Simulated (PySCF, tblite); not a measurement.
# C6H12NOP: geometry, infrared bands and NMR shifts

Wanted: the infrared bands and NMR shifts of C6H12NOP (`CCN(C)P1C=C1OC`), by calculation.

Programs: tblite 0.8.0 and PySCF 2.14.0, with density-fitted response routines of our own. Each step states its level of theory. These are calculated values for one molecule in the gas phase, unless marked as measured. Atoms are numbered from 0 throughout.

**1. Starting geometry**

21 atoms, charge 0, multiplicity 1; geometry from: force field or distance geometry start.

Bonds of the start (Å): C0–C1 1.49, C1–N2 1.43, N2–C3 1.44, N2–P4 1.79, P4–C5 1.84, C5–C6 1.35, C6–O7 1.40, O7–C8 1.42, C6–P4 1.85, C0–H9 1.11, C0–H10 1.11, C0–H11 1.11, C1–H12 1.10, C1–H13 1.11, C3–H14 1.10, C3–H15 1.10, C3–H16 1.14, C5–H17 1.10, C8–H18 1.11, C8–H19 1.11, C8–H20 1.13.

**2. Relaxing the molecule with GFN2-xTB**

Job settings and geometry (Å):

```
{"job": {"kind": "relax", "xc": "GFN2-xTB", "basis": "xTB"}, "charge": 0, "multiplicity": 1}
C     -2.737600     1.415800     0.427800
C     -1.344300     0.899300     0.447800
N     -1.161700    -0.377700     1.075700
C     -1.746200    -1.484900     0.372100
P      0.585400    -0.633000     1.355300
C      1.326600    -1.700300     0.045600
C      1.671500    -0.407500    -0.122300
O      2.422300     0.423800    -0.959900
C      3.767900     0.665300    -0.574000
H     -3.444700     0.847000     1.065800
H     -2.750800     2.451500     0.830900
H     -3.084500     1.497200    -0.623800
H     -0.898600     0.853900    -0.553900
H     -0.750500     1.633900     1.040200
H     -2.806000    -1.383400     0.106900
H     -1.140800    -1.841100    -0.479900
H     -1.687600    -2.350300     1.109700
H      1.389800    -2.747500    -0.284000
H      4.273400     1.339900    -1.291300
H      4.356100    -0.273400    -0.535600
H      3.751400     1.188500     0.428600
```

On the command line:

```sh
$ OMP_NUM_THREADS=1 python probes_run.py task.json out
```

The driver reads the jobs from task.json and runs them one after another.

**Question.** This job is followed by: GFN2-xTB harmonic vibrations, gas phase; GIAO PBE0/pcSseg-1 NMR shielding, non-relativistic, gas phase. What will the session give for the following? strongest single infrared mode (GFN2-xTB); zero-point energy (GFN2-xTB); ¹³C shifts against TMS (PBE0/pcSseg-1); ¹H shifts against TMS (PBE0/pcSseg-1, means over atoms taken as alike); ¹⁵N shifts against NH3 (PBE0/pcSseg-1); ³¹P shifts against H3PO4 (PBE0/pcSseg-1); ¹⁷O shifts against H2O (PBE0/pcSseg-1).

As calculated:

| quantity | value |
| --- | --- |
| strongest single infrared mode (GFN2-xTB) | 1769 cm⁻¹, 231 km/mol |
| zero-point energy (GFN2-xTB) | 106.7 kcal/mol |
| ¹³C shifts against TMS (PBE0/pcSseg-1) | 170.9, 83.5, 61.0, 49.1, 29.0, 14.1 ppm |
| ¹H shifts against TMS (PBE0/pcSseg-1, means over atoms taken as alike) | 5.95, 4.00, 3.11, 2.26, 1.15 ppm |
| ¹⁵N shifts against NH3 (PBE0/pcSseg-1) | 58.8 ppm |
| ³¹P shifts against H3PO4 (PBE0/pcSseg-1) | -98.9 ppm |
| ¹⁷O shifts against H2O (PBE0/pcSseg-1) | 100.2 ppm |

**Reading.** The optimisation took 225 steps and gained 1.182 eV; among the close pairs (by a distance rule), C6–O7 changed most, from 1.399 to 1.322 Å. All 57 modes are real, so the xTB geometry is a minimum. The strongest single mode, at 1769 cm⁻¹, moves mainly C6. Unscaled tight-binding wavenumbers are off by several per cent, some by more. Its intensities can rank the bands wrongly. C6 (alkene carbon bearing oxygen) lies farthest downfield among carbon, at 170.9 ppm; an sp2 carbon further deshielded by the attached heteroatom. The most deshielded hydrogen is H17 (hydrogen on a β carbon of an enol-ether or enamine type C=C), at 5.95 ppm: attached to an sp2 carbon and in the plane of the double bond. At PBE0/pcSseg-1: Shielding is most anisotropic at P4 (span 709 ppm, paramagnetic term -550 ppm).
